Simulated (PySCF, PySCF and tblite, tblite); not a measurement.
# C₈H₁₁F₃: conformers and averaged spectra

Which conformers does C₈H₁₁F₃ (`FC(F)(F)[C@@H]1CCC2(CC2)C1`) populate, and what do their averaged NMR parameters look like?

Programs: PySCF 2.14.0 with density-fitted response routines of our own, and tblite 0.8.0. All values are computed, except where a source is named. Atoms count from 0 throughout.

## 1. The starting structure

22 atoms, charge 0, multiplicity 1; geometry from: MMFF94s geometry.

Bonds of the start (Å): C10–H20 1.09, C10–H21 1.10, C1–C4 1.52, C1–F2 1.37, C1–F3 1.35, C4–C10 1.54, C4–C5 1.53, C4–H11 1.09, C5–C6 1.52, C5–H12 1.08, C5–H13 1.10, C6–C7 1.51, C6–H14 1.10, C6–H15 1.09, C7–C10 1.50, C7–C8 1.51, C7–C9 1.52, C8–C9 1.50, C8–H16 1.09, C8–H17 1.09, C9–H18 1.09, C9–H19 1.08, F0–C1 1.35.

## 2. GFN2-xTB relaxation, conformer 1

What the job is given:

```
{"job": {"xc": "GFN2-xTB", "basis": "xTB", "kind": "relax"}, "charge": 0, "multiplicity": 1}
F      2.651900     2.205500     0.217400
C      2.517800     0.951500    -0.261100
F      3.657400     0.275500     0.089200
F      2.471200     1.020000    -1.607000
C      1.303100     0.270200     0.336300
C      1.086100    -1.153300    -0.190700
C     -0.360800    -1.446900     0.182500
C     -1.039100    -0.104000     0.077700
C     -2.328800     0.140200     0.822700
C     -2.356500     0.019600    -0.669400
C     -0.006800     0.978300    -0.043000
H      1.392500     0.237100     1.424400
H      1.204800    -1.190600    -1.267900
H      1.789700    -1.872300     0.254000
H     -0.419600    -1.804800     1.220900
H     -0.795600    -2.207500    -0.461800
H     -2.505300     1.128100     1.252900
H     -2.767600    -0.671700     1.399400
H     -2.534500     0.923300    -1.246300
H     -2.793600    -0.868200    -1.096400
H      0.023000     1.363800    -1.066000
H     -0.199700     1.825500     0.631400
```

Started as:

```console
$ OMP_NUM_THREADS=1 python ens_run.py task.json out
```

This one command runs the whole study; its stages follow in the order run.

Log:

```text
step      E/eV     max force
  0   -1005.47456    1.652
  1   -1005.52984    0.402
  2   -1005.54137    0.215
  3   -1005.54742    0.142
  4   -1005.54923    0.083
  5   -1005.55036    0.087
  6   -1005.55154    0.088
  7   -1005.55236    0.061
  8   -1005.55286    0.038
  9   -1005.55286    0.038
 10   -1005.55304    0.030
 11   -1005.55335    0.028
 12   -1005.55342    0.026
 13   -1005.55357    0.019
 14   -1005.55364    0.023
 15   -1005.55375    0.028
 16   -1005.55384    0.024
 17   -1005.55391    0.014
 18   -1005.55394    0.010
 19   -1005.55396    0.010
 20   -1005.55398    0.011
 21   -1005.55400    0.009
 22   -1005.55402    0.010
 23   -1005.55404    0.009
 24   -1005.55406    0.007
 25   -1005.55407    0.006
 26   -1005.55408    0.007
 27   -1005.55409    0.006
 28   -1005.55409    0.006
 29   -1005.55410    0.007
 30   -1005.55411    0.006
 31   -1005.55411    0.006
 32   -1005.55412    0.005
 33   -1005.55412    0.004
 34   -1005.55412    0.005
 35   -1005.55413    0.006
 36   -1005.55414    0.006
 37   -1005.55414    0.006
 38   -1005.55415    0.006
 39   -1005.55416    0.004
 40   -1005.55416    0.005
 41   -1005.55417    0.005
 42   -1005.55417    0.006
 43   -1005.55418    0.006
 44   -1005.55418    0.005
 45   -1005.55418    0.004
```

Run time: 0.27 s. Hardware: 1 thread of AMD EPYC 9R45, shared host.

Relaxing gained 0.080 eV and moved the atoms by 0.02 Å on average (rms).

GFN2-xTB relaxation, conformer 2:

What the job is given:

```
{"job": {"xc": "GFN2-xTB", "basis": "xTB", "kind": "relax"}, "charge": 0, "multiplicity": 1}
F      1.894800    -1.332400     0.436900
C      2.294600    -0.286500    -0.324900
F      2.718500    -0.788600    -1.502700
F      3.384800     0.252300     0.279800
C      1.225100     0.763800    -0.507400
C      0.708500     1.352800     0.800800
C     -0.358300     0.375600     1.275400
C     -0.906200    -0.206700     0.007400
C     -2.400000    -0.353000    -0.187900
C     -1.570000    -1.575200     0.032600
C     -0.040400     0.184600    -1.163400
H      1.643900     1.552400    -1.145100
H      1.493500     1.503800     1.560800
H      0.253500     2.327600     0.604600
H     -1.123200     0.893000     1.878900
H      0.087700    -0.412300     1.908400
H     -2.818100    -0.188000    -1.175600
H     -3.066600    -0.047000     0.614100
H     -1.415600    -2.238400    -0.807200
H     -1.651200    -2.086800     0.985200
H      0.178000    -0.642100    -1.830900
H     -0.543700     0.970500    -1.740800
```

Log:

```text
step      E/eV     max force
  0   -1005.45973    1.845
  1   -1005.51685    0.389
  2   -1005.52620    0.254
  3   -1005.53312    0.132
  4   -1005.53512    0.099
  5   -1005.53650    0.083
  6   -1005.53787    0.072
  7   -1005.53858    0.047
  8   -1005.53896    0.034
  9   -1005.53896    0.034
 10   -1005.53911    0.032
 11   -1005.53947    0.028
 12   -1005.53955    0.027
 13   -1005.53977    0.027
 14   -1005.53991    0.037
 15   -1005.54009    0.030
 16   -1005.54024    0.023
 17   -1005.54036    0.019
 18   -1005.54043    0.015
 19   -1005.54047    0.014
 20   -1005.54052    0.016
 21   -1005.54057    0.015
 22   -1005.54061    0.014
 23   -1005.54064    0.011
 24   -1005.54065    0.011
 25   -1005.54067    0.011
 26   -1005.54068    0.011
 27   -1005.54070    0.008
 28   -1005.54071    0.009
 29   -1005.54072    0.010
 30   -1005.54074    0.011
 31   -1005.54076    0.013
 32   -1005.54078    0.010
 33   -1005.54081    0.012
 34   -1005.54083    0.012
 35   -1005.54085    0.010
 36   -1005.54087    0.010
 37   -1005.54089    0.009
 38   -1005.54090    0.007
 39   -1005.54091    0.008
 40   -1005.54092    0.009
 41   -1005.54093    0.007
 42   -1005.54093    0.005
 43   -1005.54094    0.004
 44   -1005.54094    0.004
```

Run time: 0.25 s. Hardware: 1 thread of AMD EPYC 9R45, shared host.

The energy fell by 0.081 eV, and the atoms moved 0.03 Å (root mean square).

## 3. Shieldings, conformer 1: KT3/pcSseg-1 in tetrahydrofuran

What the job is given:

```
{"job": {"xc": "KT3", "basis": "pcSseg-1", "solvent": "tetrahydrofuran", "kind": "nmr", "pop": true}, "charge": 0, "multiplicity": 1}
F      2.667056     2.200277     0.186710
C      2.515317     0.938530    -0.251553
F      3.652077     0.292988     0.061448
F      2.478552     1.007925    -1.590978
C      1.295494     0.267696     0.342754
C      1.090572    -1.157026    -0.179394
C     -0.362638    -1.452132     0.191574
C     -1.073942    -0.108384     0.077623
C     -2.350873     0.136938     0.822767
C     -2.363015     0.029344    -0.673547
C     -0.010419     0.978547    -0.029490
H      1.433807     0.258789     1.428049
H      1.212476    -1.164559    -1.263729
H      1.792980    -1.865614     0.256110
H     -0.417548    -1.817468     1.219641
H     -0.802621    -2.206304    -0.459368
H     -2.512254     1.107706     1.266341
H     -2.771079    -0.676751     1.394743
H     -2.525382     0.929617    -1.246869
H     -2.797103    -0.853096    -1.118531
H      0.052369     1.344836    -1.057316
H     -0.214236     1.827526     0.622164
```

Log:

```text
coarse grid: 18768 points
cycle   1  E = -619.1921821450  dE =  1.512e+00  |g| = 1.166e+00  |ddm| = 4.256e+00
cycle   2  E = -618.7432357693  dE =  4.489e-01  |g| = 2.021e+00  |ddm| = 2.090e+00
cycle   3  E = -619.4299261188  dE = -6.867e-01  |g| = 1.393e-01  |ddm| = 1.371e+00
cycle   4  E = -619.4336724241  dE = -3.746e-03  |g| = 6.595e-02  |ddm| = 1.754e-01
cycle   5  E = -619.4346485386  dE = -9.761e-04  |g| = 1.445e-02  |ddm| = 6.202e-02
cycle   6  E = -619.4346929216  dE = -4.438e-05  |g| = 3.666e-03  |ddm| = 1.662e-02
cycle   7  E = -619.4346952842  dE = -2.363e-06  |g| = 8.670e-04  |ddm| = 3.684e-03
final grid: 183568 points
cycle   8  E = -619.5478488891  dE = -3.765e-04  |g| = 3.781e-02  |ddm| = 9.520e-02
cycle   9  E = -619.5474863142  dE =  3.626e-04  |g| = 6.182e-02  |ddm| = 5.898e-02
cycle  10  E = -619.5480421514  dE = -5.558e-04  |g| = 3.406e-03  |ddm| = 3.865e-02
cycle  11  E = -619.5480447436  dE = -2.592e-06  |g| = 5.085e-04  |ddm| = 3.590e-03
cycle  12  E = -619.5480447829  dE = -3.927e-08  |g| = 2.636e-04  |ddm| = 6.040e-04
cycle  13  E = -619.5480447990  dE = -1.616e-08  |g| = 3.221e-05  |ddm| = 2.599e-04
cycle  14  E = -619.5480447992  dE = -1.839e-10  |g| = 1.732e-05  |ddm| = 4.711e-05
converged SCF energy = -619.5480447992

GIAO shielding tensors (ppm)
atom      isotropic    diamagn.    paramagn.     s11        s22        s33       span
  0 F      246.279     474.723    -228.444    158.812    243.027    336.999    178.186
  1 C       49.708     247.982    -198.273     43.276     47.343     58.506     15.230
  2 F      247.486     472.590    -225.104    159.598    244.644    338.217    178.620
  3 F      268.653     477.154    -208.501    186.357    274.457    345.146    158.789
  4 C      135.671     252.707    -117.036    109.281    139.097    158.635     49.354
  5 C      152.190     249.939     -97.748    125.481    162.864    168.227     42.746
  6 C      144.745     246.728    -101.984    114.412    147.247    172.575     58.163
  7 C      163.065     249.622     -86.557    126.297    148.668    214.229     87.932
  8 C      166.859     252.881     -86.023    133.311    172.547    194.718     61.406
  9 C      166.798     252.266     -85.468    133.653    172.460    194.281     60.628
 10 C      144.360     247.638    -103.278    113.599    146.976    172.504     58.905
 11 H       28.819      32.686      -3.867     25.524     27.986     32.947      7.423
 12 H       29.772      32.225      -2.453     25.219     29.684     34.414      9.195
 13 H       29.667      30.479      -0.811     24.449     28.185     36.368     11.918
 14 H       29.670      31.671      -2.001     24.088     29.023     35.899     11.811
 15 H       30.046      31.402      -1.355     25.054     29.013     36.072     11.019
 16 H       31.122      31.862      -0.739     25.694     28.562     39.111     13.418
 17 H       31.288      31.452      -0.164     25.797     28.415     39.653     13.856
 18 H       31.227      31.706      -0.479     25.827     28.635     39.218     13.391
 19 H       31.121      31.460      -0.339     25.842     28.185     39.336     13.494
 20 H       29.652      32.854      -3.202     23.771     30.652     34.533     10.762
 21 H       29.980      32.505      -2.525     24.232     30.597     35.111     10.880
```

Run time: 31 s. Hardware: 1 thread of AMD EPYC 9R45, shared host; peak memory 1.1 GiB.

This run: HOMO -6.46 eV, LUMO 0.64 eV; dipole 2.69 D.

## 4. Single-point energy, conformer 1: PBE0/def2-SVP in tetrahydrofuran

The job, as its differences from that of step 3:

```diff
@@ -1,2 +1,2 @@
-{"job": {"xc": "KT3", "basis": "pcSseg-1", "solvent": "tetrahydrofuran", "kind": "nmr", "pop": true}, "charge": 0, "multiplicity": 1}
+{"job": {"xc": "PBE0", "basis": "def2-SVP", "solvent": "tetrahydrofuran", "kind": "sp"}, "charge": 0, "multiplicity": 1}
 F      2.667056     2.200277     0.186710
```

Log:

```text
coarse grid: 18768 points
cycle   1  E = -609.6616819934  dE =  1.722e+00  |g| = 9.124e-01  |ddm| = 4.922e+00
cycle   2  E = -609.5416988724  dE =  1.200e-01  |g| = 1.270e+00  |ddm| = 1.838e+00
cycle   3  E = -609.8182961951  dE = -2.766e-01  |g| = 6.417e-02  |ddm| = 1.105e+00
cycle   4  E = -609.8189367695  dE = -6.406e-04  |g| = 3.600e-02  |ddm| = 9.831e-02
cycle   5  E = -609.8192444481  dE = -3.077e-04  |g| = 3.978e-03  |ddm| = 3.929e-02
cycle   6  E = -609.8192476708  dE = -3.223e-06  |g| = 1.195e-03  |ddm| = 6.326e-03
final grid: 183568 points
cycle   7  E = -609.9041603376  dE = -6.297e-05  |g| = 1.024e-02  |ddm| = 5.330e-02
cycle   8  E = -609.9041469808  dE =  1.336e-05  |g| = 1.309e-02  |ddm| = 2.732e-02
cycle   9  E = -609.9041860637  dE = -3.908e-05  |g| = 8.924e-04  |ddm| = 1.559e-02
cycle  10  E = -609.9041862264  dE = -1.627e-07  |g| = 2.208e-04  |ddm| = 1.078e-03
cycle  11  E = -609.9041862368  dE = -1.039e-08  |g| = 4.740e-05  |ddm| = 2.668e-04
cycle  12  E = -609.9041862373  dE = -4.736e-10  |g| = 1.311e-05  |ddm| = 6.305e-05
converged SCF energy = -609.9041862373
```

It took 13 s on 1 thread of AMD EPYC 9R45, shared host; peak memory 0.91 GiB.

In short: HOMO -7.60 eV, LUMO 1.96 eV; dipole 2.74 D.

## 5. Shieldings, conformer 2: KT3/pcSseg-1 in tetrahydrofuran

What the job is given:

```
{"job": {"xc": "KT3", "basis": "pcSseg-1", "solvent": "tetrahydrofuran", "kind": "nmr", "pop": false}, "charge": 0, "multiplicity": 1}
F      1.885025    -1.324786     0.398057
C      2.278999    -0.267402    -0.320799
F      2.717234    -0.756399    -1.495876
F      3.363679     0.228550     0.302392
C      1.208151     0.792788    -0.522693
C      0.718333     1.360425     0.814083
C     -0.361264     0.381735     1.283368
C     -0.933759    -0.226442     0.008678
C     -2.413477    -0.361624    -0.189165
C     -1.571514    -1.581696     0.039158
C     -0.048153     0.188613    -1.160373
H      1.671571     1.556653    -1.152558
H      1.527658     1.469536     1.534797
H      0.283741     2.343742     0.633548
H     -1.126964     0.887128     1.871331
H      0.078307    -0.399986     1.904885
H     -2.814605    -0.196784    -1.178156
H     -3.069917    -0.038446     0.604605
H     -1.402167    -2.249447    -0.791629
H     -1.649067    -2.085308     0.990474
H      0.194235    -0.651663    -1.811725
H     -0.546457     0.950202    -1.763250
```

Log:

```text
coarse grid: 18768 points
cycle   1  E = -619.1919410347  dE =  1.511e+00  |g| = 1.162e+00  |ddm| = 4.227e+00
cycle   2  E = -618.7617047436  dE =  4.302e-01  |g| = 1.994e+00  |ddm| = 2.032e+00
cycle   3  E = -619.4282873197  dE = -6.666e-01  |g| = 1.352e-01  |ddm| = 1.313e+00
cycle   4  E = -619.4317156902  dE = -3.428e-03  |g| = 6.832e-02  |ddm| = 1.744e-01
cycle   5  E = -619.4327639601  dE = -1.048e-03  |g| = 1.449e-02  |ddm| = 6.850e-02
cycle   6  E = -619.4328057578  dE = -4.180e-05  |g| = 5.109e-03  |ddm| = 1.899e-02
cycle   7  E = -619.4328111076  dE = -5.350e-06  |g| = 1.255e-03  |ddm| = 5.251e-03
final grid: 183568 points
cycle   8  E = -619.5464090847  dE = -3.655e-04  |g| = 3.777e-02  |ddm| = 8.946e-02
cycle   9  E = -619.5460433699  dE =  3.657e-04  |g| = 6.196e-02  |ddm| = 5.677e-02
cycle  10  E = -619.5466015168  dE = -5.581e-04  |g| = 3.639e-03  |ddm| = 3.758e-02
cycle  11  E = -619.5466044535  dE = -2.937e-06  |g| = 5.897e-04  |ddm| = 3.947e-03
cycle  12  E = -619.5466045006  dE = -4.706e-08  |g| = 3.350e-04  |ddm| = 7.074e-04
cycle  13  E = -619.5466045256  dE = -2.504e-08  |g| = 4.252e-05  |ddm| = 3.343e-04
cycle  14  E = -619.5466045259  dE = -3.322e-10  |g| = 1.753e-05  |ddm| = 5.029e-05
converged SCF energy = -619.5466045259

GIAO shielding tensors (ppm)
atom      isotropic    diamagn.    paramagn.     s11        s22        s33       span
  0 F      257.201     480.870    -223.669    182.001    253.464    336.136    154.135
  1 C       48.760     246.241    -197.481     42.618     45.766     57.895     15.277
  2 F      247.698     475.046    -227.348    161.027    238.612    343.456    182.429
  3 F      253.524     473.313    -219.789    166.042    250.278    344.253    178.212
  4 C      135.123     254.967    -119.844    120.380    139.127    145.863     25.483
  5 C      152.798     249.360     -96.562    124.857    163.742    169.795     44.938
  6 C      145.455     246.195    -100.740    115.301    146.813    174.251     58.950
  7 C      162.750     249.830     -87.080    125.649    149.307    213.295     87.646
  8 C      166.482     253.365     -86.884    134.193    172.295    192.957     58.764
  9 C      165.691     251.083     -85.392    131.820    172.309    192.944     61.124
 10 C      144.235     246.885    -102.650    113.633    146.060    173.012     59.379
 11 H       28.854      31.305      -2.451     25.050     27.219     34.293      9.243
 12 H       29.506      30.503      -0.997     24.849     28.024     35.644     10.795
 13 H       29.567      31.113      -1.546     24.556     27.436     36.710     12.154
 14 H       30.070      31.168      -1.098     24.756     29.066     36.388     11.631
 15 H       29.568      31.936      -2.368     25.968     28.238     34.499      8.531
 16 H       31.198      31.713      -0.515     25.527     28.642     39.425     13.898
 17 H       31.076      31.687      -0.610     25.520     28.330     39.380     13.860
 18 H       31.078      31.665      -0.587     26.260     28.263     38.711     12.451
 19 H       31.241      31.469      -0.228     26.300     28.153     39.270     12.970
 20 H       29.892      32.565      -2.673     25.347     29.711     34.618      9.271
 21 H       29.475      31.936      -2.461     23.444     29.043     35.938     12.494
```

Run time: 29 s. Hardware: 1 thread of AMD EPYC 9R45, shared host; peak memory 1.1 GiB.

Key values: HOMO -6.41 eV, LUMO 0.50 eV; dipole 2.62 D.

## 6. Single-point energy, conformer 2: PBE0/def2-SVP in tetrahydrofuran

The job, as its differences from that of step 5:

```diff
@@ -1,2 +1,2 @@
-{"job": {"xc": "KT3", "basis": "pcSseg-1", "solvent": "tetrahydrofuran", "kind": "nmr", "pop": false}, "charge": 0, "multiplicity": 1}
+{"job": {"xc": "PBE0", "basis": "def2-SVP", "solvent": "tetrahydrofuran", "kind": "sp"}, "charge": 0, "multiplicity": 1}
 F      1.885025    -1.324786     0.398057
```

Log:

```text
coarse grid: 18768 points
cycle   1  E = -609.6618019812  dE =  1.722e+00  |g| = 9.064e-01  |ddm| = 4.917e+00
cycle   2  E = -609.5495409426  dE =  1.123e-01  |g| = 1.250e+00  |ddm| = 1.725e+00
cycle   3  E = -609.8164662930  dE = -2.669e-01  |g| = 6.679e-02  |ddm| = 1.008e+00
cycle   4  E = -609.8171661337  dE = -6.998e-04  |g| = 3.711e-02  |ddm| = 1.083e-01
cycle   5  E = -609.8174940216  dE = -3.279e-04  |g| = 4.813e-03  |ddm| = 4.518e-02
cycle   6  E = -609.8174982151  dE = -4.194e-06  |g| = 2.175e-03  |ddm| = 9.164e-03
final grid: 183568 points
cycle   7  E = -609.9029295787  dE = -5.718e-05  |g| = 1.112e-02  |ddm| = 5.962e-02
cycle   8  E = -609.9029094119  dE =  2.017e-05  |g| = 1.477e-02  |ddm| = 3.070e-02
cycle   9  E = -609.9029601404  dE = -5.073e-05  |g| = 9.721e-04  |ddm| = 1.816e-02
cycle  10  E = -609.9029603382  dE = -1.978e-07  |g| = 2.274e-04  |ddm| = 1.161e-03
cycle  11  E = -609.9029603492  dE = -1.107e-08  |g| = 5.007e-05  |ddm| = 2.613e-04
cycle  12  E = -609.9029603497  dE = -4.504e-10  |g| = 1.899e-05  |ddm| = 6.935e-05
converged SCF energy = -609.9029603497
```

Run time: 13 s. Hardware: 1 thread of AMD EPYC 9R45, shared host; peak memory 0.89 GiB.

In short: HOMO -7.56 eV, LUMO 1.82 eV; dipole 2.67 D.

(Part 1 of 2 ends here.)
